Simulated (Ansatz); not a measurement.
# CH5ClGeO: the cost of one run

All numbers below are computed with Ansatz 0.2.0 (RKS revPBE-D4/def2-SVP).

**1. The starting structure**

Bond lengths: O1–Ge2 1.732 Å, Ge2–C3 1.936 Å, C3–Cl4 1.749 Å, O1–H5 1.032 Å, Ge2–H6 1.565 Å, Ge2–H7 1.569 Å, C3–H8 1.064 Å, C3–H9 1.167 Å. Angles: O1–Ge2–C3 107.9°, O1–Ge2–H6 110.5°, O1–Ge2–H7 109.8°, C3–Ge2–H6 110.2°, C3–Ge2–H7 109.8°, H6–Ge2–H7 108.6°, Ge2–O1–H5 106.7°, Ge2–C3–Cl4 109.8°, Ge2–C3–H8 110.0°, Ge2–C3–H9 108.4°, Cl4–C3–H8 114.9°, Cl4–C3–H9 108.2°, H8–C3–H9 105.2°.

Structure file:

```xyz
9

O    -1.2594    0.8157   -1.1019
Ge    0.2331    0.5988   -0.2504
C     0.0754   -1.0003    0.8291
Cl   -0.1277   -2.3968   -0.2043
H    -1.1542    1.6697   -1.6710
H     0.5304    1.8370    0.6594
H     1.4110    0.4358   -1.2740
H    -0.6847   -0.8716    1.5620
H     1.0646   -1.1347    1.4338
```

**2. Relaxing end A**

input.yaml

```yaml
crystal:
  periodic: [false, false, false]
  atoms:
    - { symbol: O, position_ang: [-1.2594, 0.8157, -1.1019] }
    - { symbol: Ge, position_ang: [0.2331, 0.5988, -0.2504] }
    - { symbol: C, position_ang: [0.0754, -1.0003, 0.8291] }
    - { symbol: Cl, position_ang: [-0.1277, -2.3968, -0.2043] }
    - { symbol: H, position_ang: [-1.1542, 1.6697, -1.671] }
    - { symbol: H, position_ang: [0.5304, 1.837, 0.6594] }
    - { symbol: H, position_ang: [1.411, 0.4358, -1.274] }
    - { symbol: H, position_ang: [-0.6847, -0.8716, 1.562] }
    - { symbol: H, position_ang: [1.0646, -1.1347, 1.4338] }
basis:
  gaussian: { orbitals: def2-SVP }
hamiltonian:
  xc: revpbe
  dispersion: d4
relax:
  f_tol: 0.02
  max_steps: 50
```

The run is started by

```bash
> ansatz run input.yaml --threads 2 --pin off --max-ram 3072MiB --backend cpu --events-out ev --progress --plain --runs-dir out
```

**Question.** How long does this run take on 2 threads of Arm Neoverse N1, shared host, and how much memory does it need?

About 36 s, with a peak of 0.15 GiB.
